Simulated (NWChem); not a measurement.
# CH2FInOS (SMILES O[C](=S)[InH][F]) at MN15/6-311+G(d,p)/LANL2DZ (core potential)

What is the energy change on altering one bond length of CH2FInOS at MN15/6-311+G**/LANL2DZ (core potential)? 

The calculation is run with NWChem 7.3.0.

2 further runs of the same task are left out: 2 set aside as unsound or not needed.

## 1. The structure to begin with

The species is CH2FInOS (7 atoms), meant as a singlet with charge 0. As SMILES, `O[C](=S)[InH][F]`. The shape comes from GFN2-xTB, which is rough for such elements, and wasn't checked as a minimum. This is one conformer, not always the lowest.

Bond lengths: O1–C2 1.290 Å, C2–S3 1.595 Å, C2–In4 2.379 Å, In4–F5 2.095 Å, O1–H6 0.993 Å, In4–H7 1.839 Å. Angles: O1–C2–S3 129.1°, O1–C2–In4 105.0°, S3–C2–In4 125.9°, C2–In4–F5 85.3°, C2–O1–H6 111.4°, C2–In4–H7 156.1°, F5–In4–H7 118.6°.

## 2. The energy at MN15/6-311+G(d,p)/LANL2DZ (core potential)

The input, mol.nw:

```
START mol
TITLE "CH2FInOS"
memory stack 880 mb heap 220 mb global 1100 mb
charge 0

GEOMETRY units angstroms
   zmatrix
     O
     C 1 1.289823
     S 2 1.594889 1 129.13838
     In 2 2.379401 1 105.00567 3 179.89226
     F 4 2.094647 2 85.29372 1 0.26338
     H 1 0.993056 2 111.38192 3 179.88968
     H 4 1.838848 5 118.55987 6 178.91807
   end
END

BASIS spherical bse
   * library 6-311+G** except In
   In library LANL2DZ
END

ECP bse
   In library LANL2DZ
END

DFT
   xc mn15
   grid medium
   iterations 200
END

TASK dft energy
```

The run is started by

```sh
$ nwchem mol.nw > mol.out
```

Log:

```text
[...]
          Wavefunction type:  closed shell.
          No. of atoms     :     7
          No. of electrons :    44
[...]
          Charge           :     0
          Spin multiplicity:     1
[...]
          AO basis - number of functions:   116
[...]
              XC Information
              --------------
                         MN15 Method XC Functional
                     Hartree-Fock (Exact) Exchange  0.440
                          MN15 Exchange Functional  1.000
                        MN15 Correlation Potential  1.000
[...]
 d= 0,ls=0.0,diis     1   -613.9959093769 -7.71D+02  1.73D-02  7.01D+00     2.4
[...]
 d= 0,ls=0.0,diis    10   -614.2030938662 -3.06D-07  5.69D-06  8.57D-08    17.1
         Total DFT energy =     -614.203093866154
      One electron energy =    -1162.272900803336
           Coulomb energy =      442.026630165973
    Exchange-Corr. energy =      -51.274478321326
 Nuclear repulsion energy =      157.317655092535
[...]
```

It took 18 s on 1 thread of INTEL XEON PLATINUM 8581C at 2.10GHz (Emerald Rapids), shared host; peak memory 0.12 GiB.

## 3. The distorted shape, same level

The input, mol.nw:

```
start mol
title "CH2FInOS"
memory stack 880 mb heap 220 mb global 1100 mb
charge 0

geometry
  zmatrix
    O
    C 1 1.289823
    S 2 1.594889 1 129.13838
    In 2 2.379401 1 105.00567 3 179.89226
    F 4 2.094647 2 85.29372 1 0.26338
    H 1 0.993056 2 111.38192 3 179.88968
    H 4 1.654963 5 118.55987 6 178.91807
  end
end

basis spherical bse
  O library 6-311+G**
  C library 6-311+G**
  S library 6-311+G**
  In library LANL2DZ
  F library 6-311+G**
  H library 6-311+G**
end

ecp bse
  In library LANL2DZ
end

dft
  xc mn15
  mult 1
  grid medium
  iterations 200
end

task dft energy
```

The run is started by

```sh
$ nwchem mol.nw > mol.out
```

Log:

```text
[...]
          Wavefunction type:  closed shell.
          No. of atoms     :     7
          No. of electrons :    44
[...]
          Charge           :     0
          Spin multiplicity:     1
[...]
          AO basis - number of functions:   116
[...]
              XC Information
              --------------
                         MN15 Method XC Functional
                     Hartree-Fock (Exact) Exchange  0.440
                          MN15 Exchange Functional  1.000
                        MN15 Correlation Potential  1.000
[...]
 d= 0,ls=0.0,diis     1   -614.0037112571 -7.72D+02  1.72D-02  6.99D+00     2.4
[...]
 d= 0,ls=0.0,diis    10   -614.2080395795 -2.57D-07  5.65D-06  7.18D-08    17.3
         Total DFT energy =     -614.208039579480
      One electron energy =    -1162.968347086932
           Coulomb energy =      442.458084723753
    Exchange-Corr. energy =      -51.307261033788
 Nuclear repulsion energy =      157.609483817487
[...]
```

Wall time 18 s (1 thread of INTEL XEON PLATINUM 8581C at 2.10GHz (Emerald Rapids), shared host); peak memory 0.12 GiB.

## 4. Summary of results

At MN15/6-311+G**/LANL2DZ (core potential):

| quantity | value |
| --- | --- |
| first shape: total energy | -614.20309 Eh |
| first shape: dipole moment | 3.95 D |
| first shape: HOMO energy | -7.09 eV |
| first shape: LUMO energy | -2.19 eV |
| first shape: HOMO–LUMO gap | 4.91 eV |
| distorted shape: total energy | -614.20804 Eh |
| distorted shape: dipole moment | 4.55 D |
| distorted shape: HOMO energy | -6.98 eV |
| distorted shape: LUMO energy | -2.14 eV |
| distorted shape: HOMO–LUMO gap | 4.85 eV |
| energy change with the In4–H7 bond shortened from 1.839 to 1.655 Å | -0.135 eV |

What this shows: With the In4–H7 bond shortened from 1.839 to 1.655 Å the energy falls by 0.13 eV (3.1 kcal/mol). The first shape isn't relaxed at this level, so the change isn't measured from a minimum.
